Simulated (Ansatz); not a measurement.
# CH6InNSi: small, medium and large basis sets

How large a basis does CH6InNSi need? Two functionals are run in growing sets.

Computed with Ansatz 0.2.0, Gaussian basis. Level: one geometry, several basis sets.

Plan: PBE0-D4/def2-SVP; ωB97M-V/def2-SVP; PBE0-D4/def2-QZVPP; ωB97M-V/def2-QZVPP; the functionals' def2-TZVPP values are taken from earlier runs.

**1. The relaxed structure**

The geometry comes from an earlier relaxation with PBE0-D4 in a triple-zeta def2 set; it is a stationary point, not always the lowest conformer. In takes the def2 core potential; no spin-orbit term is included.

SMILES `N=[C]([SiH3])[InH2]`, 10 atoms, charge 0, spin multiplicity 1.

Atoms are counted from 1 here; the program's logs count them from 0.

Bond lengths: N1–C2 1.274 Å, N1–H5 1.026 Å, C2–Si3 1.886 Å, C2–In4 2.209 Å, Si3–H6 1.485 Å, Si3–H7 1.490 Å, Si3–H8 1.490 Å, In4–H9 1.722 Å, In4–H10 1.737 Å. Angles: C2–N1–H5 113.0°, N1–C2–Si3 118.6°, N1–C2–In4 119.6°, Si3–C2–In4 121.8°, C2–Si3–H6 113.1°, C2–Si3–H7 107.7°, C2–Si3–H8 107.7°, H6–Si3–H7 110.4°, H6–Si3–H8 110.4°, H7–Si3–H8 107.3°, C2–In4–H9 127.7°, C2–In4–H10 108.2°, H9–In4–H10 124.1°.

**2. PBE0-D4 in def2-SVP**

The input, in.yaml:

```yaml
crystal:
  periodic: [false, false, false]
  atoms:
    - {symbol: N, position_ang: [-0.437516, -0.460312, -1.690335]}
    - {symbol: C, position_ang: [-0.124698, -0.161027, -0.492158]}
    - {symbol: Si, position_ang: [0.345753, -1.551957, 0.690726]}
    - {symbol: In, position_ang: [-0.146079, 1.953711, 0.145716]}
    - {symbol: H, position_ang: [-0.677801, 0.359814, -2.257880]}
    - {symbol: H, position_ang: [0.296368, -2.894736, 0.058676]}
    - {symbol: H, position_ang: [-0.582599, -1.491529, 1.854324]}
    - {symbol: H, position_ang: [1.716159, -1.268983, 1.201967]}
    - {symbol: H, position_ang: [0.235884, 2.588969, 1.700386]}
    - {symbol: H, position_ang: [-0.625491, 2.926059, -1.211432]}
basis:
  gaussian: {orbitals: def2-SVP}
hamiltonian: {xc: pbe0, dispersion: d4}
output: {orbitals: {seedname: orbitals}}
```

Launch:

```
$ ansatz run in.yaml --threads 4 --pin off --events-out ev --progress --plain --max-ram 10444MiB
```

The runs that follow: ωB97M-V in def2-SVP; PBE0-D4 in def2-QZVPP; ωB97M-V in def2-QZVPP.

Q: Predict the results of all the runs planned. Wanted: PBE0-D4: double and triple zeta above quadruple; ωB97M-V: double and triple zeta above quadruple.

As calculated:

| quantity | value |
| --- | --- |
| PBE0-D4: double and triple zeta above quadruple | 6.43, 0.46 eV |
| ωB97M-V: double and triple zeta above quadruple | 6.60, 0.44 eV |

For PBE0-D4 the step from double to triple zeta gains 5.97 eV and the next only 0.46 eV. Total energies overstate the basis error of differences, where much of it tends to cancel.
